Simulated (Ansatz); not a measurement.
# C2H9GeNSi: the cost of one run

Program: Ansatz 0.2.0. Level of theory: RHF/def2-SVP. These are calculated values, not measurements.

## 1. The system as given

Bond lengths: N1–C2 1.234 Å, C2–Ge3 1.915 Å, Ge3–C4 1.910 Å, C4–Si5 1.835 Å, N1–H6 1.068 Å, C2–H7 1.107 Å, Ge3–H8 1.523 Å, Ge3–H9 1.596 Å, C4–H10 1.059 Å, C4–H11 1.192 Å, Si5–H12 1.493 Å, Si5–H13 1.501 Å, Si5–H14 1.519 Å. Angles (14 of 22 angles, heavy atoms first): N1–C2–Ge3 118.7°, C2–Ge3–C4 112.2°, Ge3–C4–Si5 112.2°, N1–C2–H7 122.0°, Ge3–C2–H7 119.3°, C2–N1–H6 121.5°, C2–Ge3–H8 110.7°, C2–Ge3–H9 106.9°, C4–Ge3–H8 111.6°, C4–Ge3–H9 107.8°, Ge3–C4–H10 111.5°, Ge3–C4–H11 105.1°, Si5–C4–H10 112.4°, Si5–C4–H11 107.3°.

As a file:

```xyz
14

N    -1.6069   -0.6596    1.8594
C    -0.3826   -0.5182    1.7945
Ge    0.5386   -1.1858    0.2544
C     0.0298   -0.2714   -1.3435
Si    0.3450    1.5336   -1.2406
H    -2.1757   -0.2392    2.6595
H     0.1969   -0.0463    2.6111
H     0.3477   -2.6914    0.1241
H     2.0940   -0.9213    0.4943
H     0.4729   -0.7100   -2.2001
H    -1.1496   -0.4214   -1.4251
H     1.8135    1.7326   -1.0571
H    -0.1639    2.2428   -2.4615
H    -0.3728    2.1264   -0.0406
```

## 2. Relaxing end A

input.yaml reads:

```yaml
crystal:
  periodic: [false, false, false]
  atoms:
    - { symbol: "N", position_ang: [-1.6069, -0.6596, 1.8594] }
    - { symbol: C, position_ang: [-0.3826, -0.5182, 1.7945] }
    - { symbol: Ge, position_ang: [0.5386, -1.1858, 0.2544] }
    - { symbol: C, position_ang: [0.0298, -0.2714, -1.3435] }
    - { symbol: Si, position_ang: [0.345, 1.5336, -1.2406] }
    - { symbol: H, position_ang: [-2.1757, -0.2392, 2.6595] }
    - { symbol: H, position_ang: [0.1969, -0.0463, 2.6111] }
    - { symbol: H, position_ang: [0.3477, -2.6914, 0.1241] }
    - { symbol: H, position_ang: [2.094, -0.9213, 0.4943] }
    - { symbol: H, position_ang: [0.4729, -0.71, -2.2001] }
    - { symbol: H, position_ang: [-1.1496, -0.4214, -1.4251] }
    - { symbol: H, position_ang: [1.8135, 1.7326, -1.0571] }
    - { symbol: H, position_ang: [-0.1639, 2.2428, -2.4615] }
    - { symbol: H, position_ang: [-0.3728, 2.1264, -0.0406] }
basis:
  gaussian: { orbitals: def2-SVP }
hamiltonian:
  xc: hf
relax:
  f_tol: 0.02
  max_steps: 50
```

Launch:

```
$ ansatz run input.yaml --threads 2 --pin off --max-ram 3072MiB --backend cpu --events-out ev --progress --plain --runs-dir out
```

Q: Estimate wall time and peak memory on 2 threads of AMD EPYC 9R45 (Zen 5), shared host.

About 38 s, with a peak of 0.37 GiB.
